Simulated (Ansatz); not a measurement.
# HfZrGe4: the cost of one run

Computed with Ansatz 0.2.0 (DFT PBE, scalar-relativistic, plane waves, PAW, unless a step's input says otherwise).

### Step 1. The structure to begin with

Symmetry: P4/mmm, No. 123, tetragonal system. The conventional cell has a = 4.654 Å, b = 4.654 Å, c = 6.563 Å, α = 90.00°, β = 90.00°, γ = 90.00°. Zr (site symmetry 4/mmm) is surrounded by 8 Ge at 2.84 Å. Hf (site symmetry 4/mmm) is surrounded by 8 Ge at 2.85 Å. Ge (site symmetry 2mm) is surrounded by 2 Zr at 2.84 Å and 2 Hf at 2.85 Å and 6 Ge at 3.27 to 3.29 Å.

As a file:

```
CELL_PARAMETERS angstrom
4.65439 0.00000 0.00000
0.00000 4.65439 0.00000
0.00000 0.00000 6.56331
ATOMIC_POSITIONS crystal
Zr 0.50000 0.50000 0.50000
Hf 0.00000 0.00000 0.00000
Ge 0.50000 0.00000 0.74904
Ge 0.00000 0.50000 0.25096
Ge 0.50000 0.00000 0.25096
Ge 0.00000 0.50000 0.74904
```

The cell is invented: species swapped into a database cell of Mg4SiGe (P4/mmm, No. 123), with Ge on the Mg sites, Zr on the Si sites and Hf on the Ge sites. The dimensions are guesses.

### Step 2. A first look at the guess

Input file input.yaml:

```yaml
crystal:
  lattice:
    - [4.65438984, 0.0, 0.0]
    - [0.0, 4.65438984, 0.0]
    - [0.0, 0.0, 6.56331003]
  atoms:
    - { symbol: Zr, position: [0.5, 0.5, 0.5] }
    - { symbol: Hf, position: [0.0, 0.0, 0.0] }
    - { symbol: Ge, position: [0.5, 0.0, 0.74903566] }
    - { symbol: Ge, position: [0.0, 0.5, 0.25096434] }
    - { symbol: Ge, position: [0.5, 0.0, 0.25096434] }
    - { symbol: Ge, position: [0.0, 0.5, 0.74903566] }
basis:
  ecutwfc: 420
kpoints:
  mp_grid: { grid: [4, 4, 4] }
hamiltonian:
  xc: pbe
scf:
  occupations: { method: gaussian, width: 0.1 }
  lower_state_search: "off"
output:
  forces: true
  stress: true
  eigenvalues: true
```

Launch:

```bash
ansatz run input.yaml --threads 1 --pin off --max-ram 2560MiB --backend cpu --events-out ev --progress --plain --runs-dir out
```

Q: Estimate wall time and peak memory on 1 thread of Intel Xeon at 2.50GHz (Skylake/Cascade Lake), shared host.

About 20 s, with a peak of 0.5 GiB.
